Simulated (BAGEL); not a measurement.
# BNH5Br (SMILES [NH3+][BH2-]Br) at HF/3-21G (density fitting with qzvpp-jkfit)

What is the energy change on altering one bond length of BNH5Br at HF/3-21G (density fitting with qzvpp-jkfit)? 

The calculation is run with BAGEL 1.2.2.

7 further runs of the same task are left out: 5 that didn't finish, 2 set aside as unsound or not needed.

## (1) The structure to begin with

The species is BNH5Br (8 atoms), meant as a singlet with charge 0. SMILES: `[NH3+][BH2-]Br`. The coordinates come from a GFN2-xTB relaxation.

Bond lengths: N1–B2 1.646 Å, B2–Br3 1.987 Å, N1–H4 1.019 Å, N1–H5 1.017 Å, N1–H6 1.019 Å, B2–H7 1.186 Å, B2–H8 1.186 Å. Some angles: N1–B2–Br3 102.7°, N1–B2–H7 107.3°, N1–B2–H8 107.4°, Br3–B2–H7 111.6°, Br3–B2–H8 111.5°, B2–N1–H4 108.5°, B2–N1–H5 111.2°, B2–N1–H6 108.6°, H7–B2–H8 115.4°, H4–N1–H5 110.1°.

## (2) A single-point energy at HF/3-21G (density fitting with qzvpp-jkfit)

input.json reads:

```json
{ "bagel" : [

{
  "title" : "molecule",
  "basis" : "3-21g",
  "df_basis" : "qzvpp-jkfit",
  "angstrom" : "true",
  "geometry" : [
    { "atom" : "N", "xyz" : [      -0.259310,       0.151690,      -0.791980 ] },
    { "atom" : "B", "xyz" : [       0.451540,      -0.178670,       0.655680 ] },
    { "atom" : "Br", "xyz" : [      -1.057520,       0.008760,       1.934430 ] },
    { "atom" : "H", "xyz" : [      -1.018280,      -0.512260,      -0.939330 ] },
    { "atom" : "H", "xyz" : [       0.411500,       0.089380,      -1.553350 ] },
    { "atom" : "H", "xyz" : [      -0.656150,       1.089520,      -0.751960 ] },
    { "atom" : "H", "xyz" : [       0.846100,      -1.295700,       0.608010 ] },
    { "atom" : "H", "xyz" : [       1.282120,       0.647280,       0.838490 ] }
  ]
},

{
  "title" : "hf",
  "charge" : 0
},

{
  "title" : "print",
  "file" : "orbitals.molden",
  "orbitals" : "true"
}

]}
```

Command:

```bash
$ BAGEL_NUM_THREADS=1 BAGEL input.json > input.out
```

The program printed:

```text
* using 1 threads per process

  ===============================================================
  ===============================================================

  *** Geometry ***

  { "atom" : "N", "xyz" : [     -0.490025,      0.286653,     -1.496625 ] },
  { "atom" : "B", "xyz" : [      0.853287,     -0.337637,      1.239056 ] },
  { "atom" : "Br", "xyz" : [     -1.998423,      0.016554,      3.655543 ] },
  { "atom" : "H", "xyz" : [     -1.924270,     -0.968031,     -1.775076 ] },
  { "atom" : "H", "xyz" : [      0.777622,      0.168904,     -2.935406 ] },
  { "atom" : "H", "xyz" : [     -1.239944,      2.058894,     -1.420998 ] },
  { "atom" : "H", "xyz" : [      1.598897,     -2.448518,      1.148972 ] },
  { "atom" : "H", "xyz" : [      2.422856,      1.223182,      1.584516 ] },

  Number of auxiliary basis functions:      508

  Since a DF basis is specified, we compute 2- and 3-index integrals:
    o Being stored without compression. Storage requirement is 0.010 GB

  Number of basis functions:       50
  Number of electrons      :       52

    * METHOD: MOLECULE                             0.14

  *** RHF ***

  === Nuclear Repulsion ===
   159.5065323144

      * DIIS with orbital gradients will be used.

  === RHF iteration (3-21g) ===
      0      -2641.62955356          0.01486629           0.03
      1      -2641.68229392          0.00490239           0.03
      2      -2641.68699358          0.00160154           0.03
      3      -2641.68753792          0.00019182           0.03
      4      -2641.68755495          0.00005526           0.02
      5      -2641.68755680          0.00001194           0.03
      6      -2641.68755687          0.00000338           0.03
      7      -2641.68755688          0.00000072           0.03
      8      -2641.68755688          0.00000014           0.02
      9      -2641.68755688          0.00000004           0.02
     10      -2641.68755688          0.00000001           0.02
     11      -2641.68755688          0.00000000           0.02
    * SCF iteration converged.

    * Permanent dipole moment:
           (    0.157431,    -0.357715,     2.726697) a.u.

    * METHOD: HF                                   0.41

    * METHOD: PRINT                                0.00

  ===============================================================
```

Wall time 0.7 s (1 thread of Intel Xeon 6975P-C (Granite Rapids), shared host).

## (3) The distorted shape, same level

job.json reads:

```json
{ "bagel": [

{
  "title": "molecule",
  "basis": "3-21g",
  "df_basis": "qzvpp-jkfit",
  "angstrom": true,
  "geometry": [
    { "atom": "N", "xyz": [      -0.031647,       0.350850,      -0.747780 ] },
    { "atom": "B", "xyz": [       0.679203,       0.020490,       0.699880 ] },
    { "atom": "Br", "xyz": [      -0.829857,       0.207920,       1.978630 ] },
    { "atom": "H", "xyz": [      -1.018280,      -0.512260,      -0.939330 ] },
    { "atom": "H", "xyz": [       0.639163,       0.288540,      -1.509150 ] },
    { "atom": "H", "xyz": [      -0.428487,       1.288680,      -0.707760 ] },
    { "atom": "H", "xyz": [       1.073763,      -1.096540,       0.652210 ] },
    { "atom": "H", "xyz": [       1.509783,       0.846440,       0.882690 ] }
  ]
},

{ "title": "hf" },

{ "title": "print", "file": "orbitals.molden", "orbitals": true }

]}
```

Command:

```bash
$ BAGEL_NUM_THREADS=1 BAGEL job.json > job.out
```

The program printed:

```text
* using 1 threads per process

  ===============================================================
  ===============================================================

  *** Geometry ***

  { "atom" : "N", "xyz" : [     -0.059804,      0.663010,     -1.413099 ] },
  { "atom" : "B", "xyz" : [      1.283508,      0.038720,      1.322582 ] },
  { "atom" : "Br", "xyz" : [     -1.568202,      0.392912,      3.739069 ] },
  { "atom" : "H", "xyz" : [     -1.924270,     -0.968031,     -1.775076 ] },
  { "atom" : "H", "xyz" : [      1.207843,      0.545262,     -2.851880 ] },
  { "atom" : "H", "xyz" : [     -0.809723,      2.435252,     -1.337473 ] },
  { "atom" : "H", "xyz" : [      2.029118,     -2.072160,      1.232498 ] },
  { "atom" : "H", "xyz" : [      2.853076,      1.599540,      1.668042 ] },

  Number of auxiliary basis functions:      508

  Since a DF basis is specified, we compute 2- and 3-index integrals:
    o Being stored without compression. Storage requirement is 0.010 GB

  Number of basis functions:       50
  Number of electrons      :       52

    * METHOD: MOLECULE                             0.16

  *** RHF ***

  === Nuclear Repulsion ===
   158.2549179869

      * DIIS with orbital gradients will be used.

  === RHF iteration (3-21g) ===
      0      -2641.58171600          0.01474621           0.03
      1      -2641.63404565          0.00561883           0.03
      2      -2641.63987055          0.00182464           0.03
      3      -2641.64065286          0.00026926           0.03
      4      -2641.64068705          0.00008036           0.03
      5      -2641.64069125          0.00001660           0.03
      6      -2641.64069140          0.00000431           0.03
      7      -2641.64069141          0.00000096           0.03
      8      -2641.64069141          0.00000025           0.03
      9      -2641.64069141          0.00000009           0.03
     10      -2641.64069141          0.00000004           0.03
     11      -2641.64069141          0.00000001           0.03
    * SCF iteration converged.

    * Permanent dipole moment:
           (    0.241788,    -0.275723,     2.746361) a.u.

    * METHOD: HF                                   0.43

    * METHOD: PRINT                                0.00

  ===============================================================
```

Wall time 0.76 s (1 thread of Intel Xeon 6975P-C (Granite Rapids), shared host).

## (4) Results

At HF/3-21G (density fitting with qzvpp-jkfit):

```
                                                         quantity           value
                                        first shape: total energy  -2641.68756 Eh
                                       first shape: dipole moment          7.00 D
                                         first shape: HOMO energy        -9.34 eV
                                         first shape: LUMO energy         5.22 eV
                                       first shape: HOMO–LUMO gap        14.56 eV
                                    distorted shape: total energy  -2641.64069 Eh
                                   distorted shape: dipole moment          7.04 D
                                     distorted shape: HOMO energy        -9.30 eV
                                     distorted shape: LUMO energy         3.32 eV
                                   distorted shape: HOMO–LUMO gap        12.62 eV
energy change with the N1–H4 bond stretched from 1.019 to 1.325 Å        1.275 eV
```

**Reading.** With the N1–H4 bond stretched from 1.019 to 1.325 Å the energy rises by 1.28 eV (29 kcal/mol). The first shape isn't relaxed at this level, so the change isn't measured from a minimum.
